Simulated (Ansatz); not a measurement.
# B2H2OZn: a ladder of functionals and wavefunction methods

One table from this session's results is given with a row withheld; the runs are named, their logs left out.

The runs use Ansatz 0.2.0, Gaussian basis; functionals in def2-TZVPP, the program's frozen cores in correlated methods.

Levels to be run: LDA (SPW92), PBE-D4, revPBE-D4, BLYP-D4, r2SCAN-D4, B97M-V, PBE0-D4, B3LYP-D4, r2SCANh-D4, r2SCAN0-D4, HSE06-D4, BHLYP-D4, CAM-B3LYP-D4, LC-ωPBE, ωB97X-V, ωB97M-V, B2PLYP, PBE-QIDH; CCSD(T)/def2-SVP; CCSD(T)/def2-TZVPP; MP2/def2-QZVPP; extrapolation to the limit; RPA on PBE.

**Structure used throughout**

The geometry comes from an earlier relaxation with PBE0-D4 in a triple-zeta def2 set; it is a stationary point.

6 atoms, charge 0, spin multiplicity 1.

Atoms are counted from 1 here; the program's logs count them from 0.

Bond lengths: B1–O2 1.387 Å, B1–Zn4 2.148 Å, B1–H5 1.197 Å, O2–B3 1.387 Å, B3–Zn4 2.148 Å, B3–H6 1.197 Å. Angles: O2–B1–Zn4 83.3°, O2–B1–H5 117.8°, Zn4–B1–H5 158.8°, B1–O2–B3 123.8°, O2–B3–Zn4 83.3°, O2–B3–H6 117.8°, Zn4–B3–H6 158.8°, B1–Zn4–B3 69.5°.

Coordinates:

| atom | x (Å) | y (Å) | z (Å) |
| --- | --- | --- | --- |
| B1 | -0.6272 | 0.5421 | -0.8974 |
| O2 | 0.2859 | 0.5147 | 0.1464 |
| B3 | 0.6065 | -0.6291 | 0.8627 |
| Zn4 | -0.8111 | -1.5524 | -0.4601 |
| H5 | -0.8223 | 1.5901 | -1.4418 |
| H6 | 1.4104 | -0.5295 | 1.7439 |

Set-up of the first run:

The input, in.yaml:

```yaml
crystal:
  periodic: [false, false, false]
  atoms:
    - {symbol: B, position_ang: [-0.627193, 0.542081, -0.897440]}
    - {symbol: O, position_ang: [0.285908, 0.514741, 0.146410]}
    - {symbol: B, position_ang: [0.606465, -0.629057, 0.862721]}
    - {symbol: Zn, position_ang: [-0.811102, -1.552412, -0.460116]}
    - {symbol: H, position_ang: [-0.822298, 1.590105, -1.441754]}
    - {symbol: H, position_ang: [1.410420, -0.529459, 1.743878]}
basis:
  gaussian: {orbitals: def2-TZVPP}
hamiltonian: {xc: lda}
output: {orbitals: {seedname: orbitals}}
```

The run is started by

```
$ ansatz run in.yaml --threads 2 --pin off --events-out ev --progress --plain --max-ram 4352MiB
```

Among the steps run: LDA; PBE-D4 (GGA); revPBE-D4 (GGA); BLYP-D4 (GGA); r2SCAN-D4 (meta-GGA); B97M-V (meta-GGA); B3LYP-D4 (hybrid); r2SCANh-D4 (hybrid); r2SCAN0-D4 (hybrid); HSE06-D4 (hybrid); BHLYP-D4 (hybrid); CAM-B3LYP-D4 (range-separated); LC-ωPBE (range-separated); ωB97X-V (range-separated); ωB97M-V (range-separated); B2PLYP (double hybrid); PBE-QIDH (double hybrid).

One table of the session follows, with a row left open; its other results are not shown here.

It belongs to the step «Orbital energies across the functionals». 

| functional | HOMO (eV) | LUMO (eV) | gap (eV) |
| --- | --- | --- | --- |
| LDA (SPW92) | -4.87 | -2.96 | 1.91 |
| PBE-D4 | -4.73 | -2.63 | 2.10 |
| revPBE-D4 | -4.68 | -2.51 | 2.17 |
| BLYP-D4 | -4.62 | -2.47 | 2.15 |
| r2SCAN-D4 | -4.91 | -2.35 | 2.56 |
| B97M-V | -4.90 | -2.55 | 2.36 |
| PBE0-D4 | -5.69 | -1.82 | 3.87 |
| B3LYP-D4 | -5.54 | -2.08 | 3.46 |
| r2SCANh-D4 | -5.27 | -2.09 | 3.18 |
| r2SCAN0-D4 | -5.81 | -1.71 | 4.10 |
| HSE06-D4 | -5.30 | -2.18 | 3.12 |
| BHLYP-D4 | -6.56 | -1.18 | 5.38 |
| CAM-B3LYP-D4 | -6.95 | -1.01 | 5.94 |
| LC-ωPBE | -8.19 | 0.02 | 8.20 |
| ωB97X-V | ? | ? | ? |
| ωB97M-V | -7.73 | -0.20 | 7.52 |

Estimate the missing values for ωB97X-V.

The run gave: HOMO (eV): -7.87; LUMO (eV): -0.05; gap (eV): 7.82. In the column «HOMO (eV)» it lies between LC-ωPBE (-8.19) and ωB97M-V (-7.73).
